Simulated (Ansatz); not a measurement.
**CoSi2: further runs on the relaxed cell**

The task here is to estimate one member of a computed series from the others.

The COD entry's cell or inner coordinates are ideal or old and differ from later refinements, so a difference from it is no clean test against experiment.

Method: DFT PBEsol, scalar-relativistic, plane waves, PAW, in Ansatz 0.2.0.

1 further run of the same task is left out (set aside as unsound or not needed).

### The system as given

The structure is cubic, space group Fm-3m (No. 225). Conventional cell: a = 5.312 Å, b = 5.312 Å, c = 5.312 Å, α = 90.00°, β = 90.00°, γ = 90.00°. Around Co (site symmetry m-3m) lie 8 Si at 2.30 Å. Around Si (site symmetry -43m) lie 4 Co at 2.30 Å.

Coordinates:

```
Co Si
1.0
     0.00000    2.65624    2.65624
     2.65624    0.00000    2.65624
     2.65624    2.65624    0.00000
Co Si
1 2
Direct
  0.00000 0.00000 0.00000
  0.25000 0.25000 0.25000
  0.75000 0.75000 0.75000
```

It is the result of an earlier relaxation at this level (volume 12.49 Å³/atom; gap on the mesh: none (metal)).

Set-up of the first run:

File input.yaml:

```yaml
crystal:
  lattice:
    - [0.0, 2.6562384335, 2.6562384335]
    - [2.6562384335, 0.0, 2.6562384335]
    - [2.6562384335, 2.6562384335, 0.0]
  atoms:
    - { symbol: Co, position: [0.0, 0.0, 0.0] }
    - { symbol: Si, position: [0.25, 0.25, 0.25] }
    - { symbol: Si, position: [0.75, 0.75, 0.75] }
basis:
  ecutwfc: 420
kpoints:
  mp_grid: { grid: [14, 14, 14] }
  band_path:
    path:
      - [[0.0, 0.0, 0.0], [0.5, 0.0, 0.5], [0.625, 0.25, 0.625]]
      - [[0.375, 0.375, 0.75], [0.0, 0.0, 0.0], [0.5, 0.5, 0.5], [0.5, 0.25, 0.75], [0.5, 0.0, 0.5]]
    npoints: 14
hamiltonian:
  xc: pbesol
scf:
  occupations: { method: gaussian, width: 0.1 }
  n_extra_bands: 7
output:
  forces: true
  stress: true
  eigenvalues: true
  populations: true
  dos: { projected: true, de: 0.02, nscf_kmesh: { grid: [21, 21, 21] } }
  bader: true
  write_density: true
  write_potential: true
  elf: true
  volumetric_format: npy
```

Started as:

```bash
ansatz run input.yaml --threads 1 --pin off --max-ram 2560MiB --backend cpu --events-out ev --progress --plain --runs-dir out
```

Among the steps run: Bands, states and charges; Volume × 0.97; The cell scaled to 1.03 of its volume; Point at V/V0 = 0.94; The cell scaled to 1.06 of its volume.

One of the session's tables, all rows but one given; the rest of the session is left out.

```
volume (Å³/atom)  energy above the lowest point (meV/atom)  pressure (GPa)
          11.745                                      30.4           13.78
          12.119                                       7.2            6.32
          12.494                                       0.0           -0.02
          12.869                                         ?               ?
          13.244                                      24.6           -9.95
```

Q: Estimate the row for volume (Å³/atom) = 12.869 from the others.

Worked estimate for «energy above the lowest point (meV/atom)». A straight line through the neighbours (12.494, 0.0) and (13.244, 24.6) gives 0.0 + (24.6 − 0.0) × (12.869 − 12.494) / (13.244 − 12.494) = 12.3; a parabola fitted to 3 rows on both sides gives 5.8.

As computed: energy above the lowest point (meV/atom): 6.5; pressure (GPa): -5.40. In «energy above the lowest point (meV/atom)» the line misses by +5.8 and the parabola by -0.7.

Limits of these values: Spin polarisation is off in the runs that give these values; a magnetic solution could lie lower.
